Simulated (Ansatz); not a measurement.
I need a convergence test of the plane-wave cutoff of C, space group R-3m. Use Ansatz's Python interface. Level of theory (first run): LDA, PAW, cutoff 250 eV, 6×6×6 k-points, cold smearing of 0.15 eV. The script varies cutoff (eV): 250, 300, 350, 400, 450.

Contents of `POSCAR_c`:
```text
C
1.0
   1.23318810    0.71198148    8.28261510
  -1.23318810    0.71198148    8.28261510
   0.00000000   -1.42396296    8.28261510
C
4
Direct
   0.91282692    0.91282692    0.91282692
   0.24614994    0.24614994    0.24614994
   0.75385006    0.75385006    0.75385006
   0.08717308    0.08717308    0.08717308
```

Script `c_ecut.py`:
```python
"""Convergence of C with the plane-wave cutoff."""

import ansatz as az
from ase.io import read
import pandas as pd


def main() -> None:
    atoms = read("POSCAR_c", format="vasp")
    cell = az.Crystal.from_ase(atoms)

    calc = (
        cell.calculation()
        .functional("lda")
        .kpoints(mesh=(6, 6, 6), center="gamma")
        .occupations("cold", width=0.15)  # smearing steadies the SCF of a metal
        .mixing("msr1", ndim=4, beta=0.6)
        .forces()
        .stress()  # GPa
    )

    rows = []
    for value in [250, 300, 350, 400, 450]:
        r = calc.basis(value).run().report
        rows.append((value, r["free_energy_ev"] / len(r["lattice"]["sites"]), r["n_iterations"], sum(r["stress_gpa"][i][i] for i in range(3)) / 3, max(abs(f) for row in r["forces_ev_ang"] for f in row), r["n_pw"]))

    table = pd.DataFrame(rows, columns=["cutoff (eV)", "F/atom (eV)", "iterations", "P (GPa)", "max component (eV/A)", "plane waves"])
    print(table.round(5).to_string(index=False))

    # differences from the last row
    for row in rows[:-1]:
        shift = 1000 * (row[1] - rows[-1][1])
        print(f"{row[0]}: {shift:+.2f} meV/atom" + ("  (within 1 meV)" if abs(shift) < 1 else ""))


if __name__ == "__main__":
    main()
```

`python c_ecut.py` gives:
```text
DeckWarning: basis.ecutwfc = 250 eV is below the records' recommended 420 eV, and the density's cutoff is lower with it unless basis.ecutrho_ratio is high enough to keep the records' density cutoff: compare with a run at a higher cutoff
DeckWarning: basis.ecutwfc = 300 eV is below the records' recommended 420 eV, and the density's cutoff is lower with it unless basis.ecutrho_ratio is high enough to keep the records' density cutoff: compare with a run at a higher cutoff
DeckWarning: basis.ecutwfc = 350 eV is below the records' recommended 420 eV, and the density's cutoff is lower with it unless basis.ecutrho_ratio is high enough to keep the records' density cutoff: compare with a run at a higher cutoff
DeckWarning: basis.ecutwfc = 400 eV is below the records' recommended 420 eV, and the density's cutoff is lower with it unless basis.ecutrho_ratio is high enough to keep the records' density cutoff: compare with a run at a higher cutoff
 cutoff (eV)  F/atom (eV)  iterations  P (GPa)  max component (eV/A)  plane waves
         250   -242.36576           6  3.38952               0.03075          405
         300   -242.80104           5 -4.48949               0.02619          527
         350   -242.91009           5 -5.90949               0.02167          649
         400   -242.93729           5 -6.01970               0.02235          765
         450   -242.94381           5 -5.97377               0.02177          959
250: +578.05 meV/atom
300: +142.76 meV/atom
350: +33.72 meV/atom
400: +6.51 meV/atom
```
(Warnings from the package without file and line.)

Notes:
- Cold and Methfessel-Paxton smearing aren't meant for a gap as narrow as their width.
- Energy and stress may still move on a finer k-point mesh.
- Pressure is positive in compression.
- Shifts are counted from the last row, which is itself no proven limit.
- It ran for 5.1 s on 1 thread of Arm Neoverse V1, with other jobs on the host, peak memory 0.43 GiB.
